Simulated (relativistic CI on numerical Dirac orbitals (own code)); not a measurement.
**He: one ion under different settings**

Aim: see what numerical and physical settings do to the SCF, the total energy and the lowest levels of He.

Program: relativistic CI on numerical Dirac orbitals (own code) version 3. Level of theory: Dirac-Coulomb-Breit CI, KLI orbitals optimised for each configuration, model QED (radiative potential, 1s self-energy scaled to tabulated hydrogen-like ionisation energies), numerical settings as typed. These are calculated values, not measurements, unless marked.

### Step 1. The system

* ion: He (He I)
* nuclear charge: 2
* electrons: 2
* isotope: A = 4

### Step 2. The usual input

The run's settings:

```ini
atom He  Z=2  charge=0  electrons=2
nucleus A=4  rms_radius_fm=1.6755
hamiltonian dirac-coulomb  breit=on  qed=on  c_scale=1
orbitals kli  potential=per-configuration
slater_scale 1
correlation none
mixing on
grid step=0.0125 r_max=60
scf mixing=0.4 start=green max_iterations=150 tolerance=2e-08 node_fill=0.05
configurations
  1s2
end
```

Started as:

```sh
$ python run_levels.py task.json out
```

The settings of every run stand in task.json; they run in order.

### Step 3. Breit term off

The settings differ from step 2 so:

```diff
@@ -2,3 +2,3 @@
 nucleus A=4  rms_radius_fm=1.6755
-hamiltonian dirac-coulomb  breit=on  qed=on  c_scale=1
+hamiltonian dirac-coulomb  breit=off  qed=on  c_scale=1
 orbitals kli  potential=per-configuration
```

### Step 4. Start potential thomas-fermi, end of the grid 180.0, potential mixing 0.9

The run's settings:

```ini
atom He  Z=2  charge=0  electrons=2
nucleus A=4  rms_radius_fm=1.6755
hamiltonian dirac-coulomb  breit=on  qed=on  c_scale=1
orbitals kli  potential=per-configuration
slater_scale 1
correlation none
mixing on
grid step=0.0125 r_max=180
scf mixing=0.9 start=thomas-fermi max_iterations=150 tolerance=2e-08 node_fill=0.05
configurations
  1s2
end
```

### Step 5. Node fill 0.5

The settings differ from step 4 so:

```diff
@@ -7,4 +7,4 @@
 mixing on
-grid step=0.0125 r_max=180
-scf mixing=0.9 start=thomas-fermi max_iterations=150 tolerance=2e-08 node_fill=0.05
+grid step=0.0125 r_max=60
+scf mixing=0.4 start=green max_iterations=150 tolerance=2e-08 node_fill=0.5
 configurations
```

### Step 6. Iteration limit 30, node fill 0.2, potential mixing 0.7

The settings differ from step 5 so:

```diff
@@ -8,3 +8,3 @@
 grid step=0.0125 r_max=60
-scf mixing=0.4 start=green max_iterations=150 tolerance=2e-08 node_fill=0.5
+scf mixing=0.7 start=green max_iterations=30 tolerance=2e-08 node_fill=0.2
 configurations
```

### Step 7. Node fill 5

The settings differ from step 6 so:

```diff
@@ -8,3 +8,3 @@
 grid step=0.0125 r_max=60
-scf mixing=0.7 start=green max_iterations=30 tolerance=2e-08 node_fill=0.2
+scf mixing=0.4 start=green max_iterations=68 tolerance=2e-08 node_fill=5
 configurations
```

(Steps that only read results are left out.)

Before running it: what results should come out? Wanted: lowest level, usual settings; total energy.

The runs gave:

| setting | total energy less usual (Ha) | largest shift of a level among the lowest eight of both runs, same label and place (cm⁻¹) | SCF iterations | time | lowest level | kind of change |
| --- | --- | --- | --- | --- | --- | --- |
| usual | 0 | 0 | 9 | 0.048 s | 1s2 1S0 | - |
| Breit term off | -6.38e-05 | - | 9 | 0.047 s | 1s2 1S0 | model term |
| start potential thomas-fermi, end of the grid 180.0, potential mixing 0.9 | 0 | - | 7 | 0.049 s | 1s2 1S0 | numerical |
| node fill 0.5 | 0 | - | 9 | 0.044 s | 1s2 1S0 | numerical |
| iteration limit 30, node fill 0.2, potential mixing 0.7 | 0 | - | 8 | 0.044 s | 1s2 1S0 | numerical |
| node fill 5 | 0 | - | 9 | 0.045 s | 1s2 1S0 | extreme, harmless here |

| quantity | value |
| --- | --- |
| lowest level, usual settings | 1s2 1S0 |
| total energy | -2.8617 Ha |

In words: No visible change in the result comes from «start potential thomas-fermi, end of the grid 180.0, potential mixing 0.9» or «node fill 0.5» or «iteration limit 30, node fill 0.2, potential mixing 0.7». Only the listed configurations are in the model. Near neutrality, missing correlation can shift configurations against each other by thousands of cm⁻¹.
